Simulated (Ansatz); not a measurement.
# C7H4F6OS: one species, many methods

One table from this session's results is given with a row withheld; the runs are named, their logs left out.

Computed with Ansatz 0.2.0, Gaussian basis. Level: functionals in def2-TZVPP, the program's frozen cores in correlated methods.

Plan: LDA (SPW92), PBE-D4, revPBE-D4, BLYP-D4, r2SCAN-D4, B97M-V, PBE0-D4, B3LYP-D4, r2SCANh-D4, r2SCAN0-D4, HSE06-D4, BHLYP-D4, CAM-B3LYP-D4, LC-ωPBE, ωB97X-V, ωB97M-V, B2PLYP, PBE-QIDH; CCSD(T)/def2-SVP; CCSD(T)/def2-TZVPP; MP2/def2-QZVPP; extrapolation to the limit; RPA on PBE.

## The relaxed structure

An earlier PBE0-D4 in a triple-zeta def2 set relaxation fixed the geometry.

SMILES `OC(c1ccsc1)(C(F)(F)F)C(F)(F)F`, 19 atoms, charge 0, spin multiplicity 1.

Atoms are counted from 1 here; the program's logs count them from 0.

Bond lengths: O1–C2 1.396 Å, O1–H16 0.963 Å, C2–C3 1.510 Å, C2–C8 1.552 Å, C2–C12 1.548 Å, C3–C4 1.421 Å, C3–C7 1.367 Å, C4–C5 1.361 Å, C4–H17 1.079 Å, C5–S6 1.704 Å, C5–H18 1.079 Å, S6–C7 1.697 Å, C7–H19 1.079 Å, C8–F9 1.332 Å, C8–F10 1.341 Å, C8–F11 1.326 Å, C12–F13 1.328 Å, C12–F14 1.334 Å and more. Angles: C2–O1–H16 108.0°, O1–C2–C3 112.4°, O1–C2–C8 107.4°, O1–C2–C12 104.7°, C3–C2–C8 111.1°, C3–C2–C12 109.6°, C8–C2–C12 111.5°, C2–C3–C4 126.8°, C2–C3–C7 121.1°, C4–C3–C7 112.1°, C3–C4–C5 112.2°, C3–C4–H17 124.5°, C5–C4–H17 123.2°, C4–C5–S6 111.7°, C4–C5–H18 127.8°, S6–C5–H18 120.5°, C5–S6–C7 92.2°, C3–C7–S6 111.7° and more.

Geometry (Å):

```xyz
19
charge 0, multiplicity 1
O    -1.90311   -0.03109    0.82493
C    -0.79102   -0.39234    0.06309
C     0.34698    0.59062    0.20401
C     1.68233    0.41846   -0.25180
C     2.45947    1.50516    0.00766
S     1.58068    2.73596    0.79186
C     0.15568    1.81369    0.78453
C    -0.36064   -1.81262    0.51636
F     0.65150   -2.31160   -0.19046
F     0.03108   -1.74029    1.79714
F    -1.36359   -2.67827    0.45711
C    -1.30089   -0.39248   -1.39902
F    -2.33291   -1.20971   -1.57233
F    -0.33324   -0.76731   -2.23799
F    -1.68905    0.83248   -1.73877
H    -1.62337    0.04467    1.74370
H     2.04964   -0.46531   -0.75082
H     3.50514    1.63994   -0.22260
H    -0.76470    2.22003    1.17342
```

The first run:

File in.yaml:

```yaml
crystal:
  periodic: [false, false, false]
  atoms:
    - {symbol: O, position_ang: [-1.903110, -0.031089, 0.824934]}
    - {symbol: C, position_ang: [-0.791018, -0.392337, 0.063094]}
    - {symbol: C, position_ang: [0.346982, 0.590619, 0.204013]}
    - {symbol: C, position_ang: [1.682335, 0.418462, -0.251804]}
    - {symbol: C, position_ang: [2.459473, 1.505163, 0.007658]}
    - {symbol: S, position_ang: [1.580676, 2.735956, 0.791859]}
    - {symbol: C, position_ang: [0.155683, 1.813687, 0.784530]}
    - {symbol: C, position_ang: [-0.360641, -1.812617, 0.516363]}
    - {symbol: F, position_ang: [0.651500, -2.311595, -0.190465]}
    - {symbol: F, position_ang: [0.031083, -1.740295, 1.797142]}
    - {symbol: F, position_ang: [-1.363585, -2.678265, 0.457107]}
    - {symbol: C, position_ang: [-1.300891, -0.392477, -1.399021]}
    - {symbol: F, position_ang: [-2.332912, -1.209713, -1.572327]}
    - {symbol: F, position_ang: [-0.333243, -0.767308, -2.237989]}
    - {symbol: F, position_ang: [-1.689046, 0.832481, -1.738768]}
    - {symbol: H, position_ang: [-1.623368, 0.044665, 1.743701]}
    - {symbol: H, position_ang: [2.049639, -0.465314, -0.750824]}
    - {symbol: H, position_ang: [3.505143, 1.639944, -0.222597]}
    - {symbol: H, position_ang: [-0.764697, 2.220032, 1.173422]}
basis:
  gaussian: {orbitals: def2-TZVPP}
hamiltonian: {xc: lda}
output: {orbitals: {seedname: orbitals}}
```

Steps of the session up to this table: LDA; PBE-D4 (GGA); revPBE-D4 (GGA); BLYP-D4 (GGA); r2SCAN-D4 (meta-GGA); B97M-V (meta-GGA); PBE0-D4 (hybrid); B3LYP-D4 (hybrid); r2SCANh-D4 (hybrid); r2SCAN0-D4 (hybrid); HSE06-D4 (hybrid); BHLYP-D4 (hybrid); CAM-B3LYP-D4 (range-separated); LC-ωPBE-D4 (range-separated; the results give it without D4); ωB97X-V (range-separated); ωB97M-V (range-separated); B2PLYP (double hybrid); PBE-QIDH (double hybrid).

One table of the session follows, with a row left open; its other results are not shown here.

It belongs to the step «Frontier levels by functional». 

```
  functional  HOMO (eV)  gap (eV)
 LDA (SPW92)      -6.63      4.60
      PBE-D4      -6.39      4.61
   revPBE-D4      -6.29      4.62
     BLYP-D4      -6.20      4.57
   r2SCAN-D4      -6.59      4.93
      B97M-V      -6.55      4.96
     PBE0-D4      -7.46      6.53
    B3LYP-D4      -7.24      6.10
  r2SCANh-D4          ?         ?
  r2SCAN0-D4      -7.61      6.72
    HSE06-D4      -7.07      5.75
    BHLYP-D4      -8.34      8.38
CAM-B3LYP-D4      -8.73      8.87
     LC-ωPBE     -10.08     11.25
     ωB97X-V      -9.70     10.86
     ωB97M-V      -9.60     10.71
```

**Question.** Estimate the row for r2SCANh-D4.

Worked estimate for «HOMO (eV)». Against the share of exact exchange, r2SCAN-D4 (0, -6.59), r2SCAN0-D4 (0.25, -7.61) give a slope of -4.08 per unit share; at 0.1 the line stands at -7.00.

As computed: HOMO (eV): -7.00; gap (eV): 5.65. In «HOMO (eV)» the line misses by 0.00.
